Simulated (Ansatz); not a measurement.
# SnRu4: the cost of one run

Program: Ansatz 0.2.0. Level of theory: DFT PBE, scalar-relativistic, plane waves, PAW. These are calculated values, not measurements.

## 1. The structure to begin with

It takes space group P-43m (No. 215, cubic). The conventional cell has a = 4.465 Å, b = 4.465 Å, c = 4.465 Å, α = 90.00°, β = 90.00°, γ = 90.00°. Sn (site symmetry -43m) is surrounded by 4 Ru at 1.93 Å. Ru (site symmetry 3m) is surrounded by 1 Sn at 1.93 Å.

Structure file:

```cif
data_structure
_symmetry_space_group_name_H-M 'P 1'
_symmetry_Int_Tables_number 1
_cell_length_a 4.4651
_cell_length_b 4.4651
_cell_length_c 4.4651
_cell_angle_alpha 90.000
_cell_angle_beta 90.000
_cell_angle_gamma 90.000
_cell_volume 89.02
loop_
_atom_site_label
_atom_site_type_symbol
_atom_site_fract_x
_atom_site_fract_y
_atom_site_fract_z
_atom_site_occupancy
Sn1 Sn 0.00000 0.00000 0.00000 1
Ru1 Ru 0.25000 0.25000 0.25000 1
Ru2 Ru 0.75000 0.75000 0.25000 1
Ru3 Ru 0.25000 0.75000 0.75000 1
Ru4 Ru 0.75000 0.25000 0.75000 1
```

A structure generator made this guess: species swapped into a database cell of SnI4 (P-43m, No. 215), with Ru on the I sites. Lengths come from tabulated atomic sizes and are only a guess.

## 2. The guess as it stands, on a coarse mesh

Contents of input.yaml:

```yaml
crystal:
  lattice:
    - [4.46510496, 0.0, 0.0]
    - [0.0, 4.46510496, 0.0]
    - [0.0, 0.0, 4.46510496]
  atoms:
    - { symbol: Sn, position: [0.0, 0.0, 0.0] }
    - { symbol: Ru, position: [0.25, 0.25, 0.25] }
    - { symbol: Ru, position: [0.75, 0.75, 0.25] }
    - { symbol: Ru, position: [0.25, 0.75, 0.75] }
    - { symbol: Ru, position: [0.75, 0.25, 0.75] }
basis:
  ecutwfc: 420
kpoints:
  mp_grid: { grid: [4, 4, 4] }
hamiltonian:
  xc: pbe
scf:
  occupations: { method: gaussian, width: 0.1 }
  lower_state_search: "off"
output:
  forces: true
  stress: true
  eigenvalues: true
```

On the command line:

```
ansatz run input.yaml --threads 1 --pin off --max-ram 2560MiB --backend cpu --events-out ev --progress --plain --runs-dir out
```

What time and memory should one allow on 1 thread of AMD EPYC (Zen 3), shared host?

About 7.8 s, with a peak of 0.34 GiB.
